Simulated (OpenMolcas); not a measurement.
**Hf³⁺ among point charges: CASSCF and CASPT2 levels and susceptibility**

How does a field of 6 point charges split the states of Hf³⁺, and what χT follows?

Program: OpenMolcas 26.06. Level of theory: state-averaged CASSCF and CASPT2, spin-orbit coupling by RASSI with atomic mean-field integrals. These are calculated values, not measurements, unless marked.

## (1) The system

* Species: Hf³⁺ (hafnium, Z = 72, 69 electrons)
* Basis: ANO-RCC-VDZP [7s6p4d2f1g], 68 functions
* Scalar Hamiltonian: DKH2, point nucleus
* Inactive shells: 1s 2s 2p 3s 3p 3d 4s 4p 4d 4f 5s 5p
* Active space: 1 electron in 5 orbitals (5d)
* Some configurations of this space: 5d
* Orbitals: optimised for each spin and parity, averaged over all roots

The outer shells:

5d
```
5d [↑ ][  ][  ][  ][  ]
```

The ion sits among 6 point charges of -1 e arranged as an octahedron (Oh), 1.83 Å from the ion.

Each step is its own input file, run in one work folder so that later steps find the files of earlier ones. Labels, J, g values, rates, χT and fits are worked out afterwards by a script from the matrices that RASSI stores. The input lists half of the charges; inversion (Group=XYZ) makes the rest.

## (2) GATEWAY and SEWARD: basis and integrals

a.inp

```
&GATEWAY
Coord
1

Hf 0.0 0.0 0.0
Basis=ANO-RCC-VDZP
Group=XYZ
NoMove
AngMom=0.0 0.0 0.0
AMFI
XField
3 Angstrom 0
1.830000 0.000000 0.000000 -1.000000
0.000000 1.830000 0.000000 -1.000000
0.000000 0.000000 1.830000 -1.000000
&SEWARD
```

## (3) Reference wave functions, doublets of even parity, 5 roots

a.inp

```
&RASSCF
FileOrb=start.orb
Symmetry=1
Spin=2
nActEl=1 0 0
Inactive=15 19
Ras2=5 0
CIRoot=5 5 1
SDav=5
CIMx=300
Iter=120 100
PrWF=0.3
OrbListing=Nothing
MaxOrb=0
>>> COPY $Project.JobIph JOB001
```

start.orb holds the contracted functions of the basis, ordered by shell, or the orbitals of the step before.

## (4) State interaction with spin-orbit coupling

a.inp

```
&RASSI
NrOfJobIphs=1 5
1 2 3 4 5
IphNames
JOB001
EJob
SpinOrbit
DIPRint=1.0
SOCoupling=1000.0
Subsets=2
Property=9
'ANGMOM' 1 'ANGMOM' 2 'ANGMOM' 3 'MLTPL  1' 1 'MLTPL  1' 2 'MLTPL  1' 3
'AMFI' 1 'AMFI' 2 'AMFI' 3
SOProperty=3
'ANGMOM' 1 'ANGMOM' 2 'ANGMOM' 3
```

## (5) CASPT2: IPEA 0.25, imaginary shift 0.1 (closed shells correlated: 4f 5s 5p)

a.inp

```
>>> COPY JOB001 $Project.JobIph
&CASPT2
Multistate=5 1 2 3 4 5
NoMult
Frozen=14 9
IPEA=0.25
Imaginary=0.1
MaxIter=60
WThr=0.0 0.3 0.05
PrWF=0.5
NoMix
```

(Steps that only read results are left out.)

What does the calculation give? Wanted: spin-free ground state; first state of the same spin within the active space; lowest level; next level.

The runs gave:

| quantity | value |
| --- | --- |
| method | SS-CASPT2, IPEA 0.25, imaginary shift 0.1 (closed shells correlated: 4f 5s 5p) |
| spin-free ground state | 2T2, 3-fold in its orbital part |
| first state of the same spin within the active space | 2E at 21900 cm⁻¹ |
| lowest level | 4-fold Γ8 |
| next level | 2489.2 cm⁻¹ |
| χT at 300 K | 0.08 cm³ K/mol |
| effective moment at 300 K | 0.79 μB |

Cost by method:

| method | time of its own steps | time with the reference |
| --- | --- | --- |
| A. CASSCF | 2.3 s | 2.3 s |
| B. SS-CASPT2, IPEA 0.25, imaginary shift 0.1, +4f 5s 5p | 1.1 s | 3.4 s |

Times are of one thread on a shared host.

In words: The spin-free ground state (2T2) comes to 100 % from free-ion D terms and keeps the highest spin of the shell. χT at 300 K is 0.08, against 0.38 cm³ K/mol for the spin alone, so orbital moment lowers it. A ligand-field fit to the states below 45000 cm-1 gives 10Dq = 21911 cm-1, the gap between the two states. CASPT2 does not keep the components of a term degenerate, and the means are used. The field of point charges can differ much from that of real complexes. This is an electrostatic model: the charges have no orbitals.
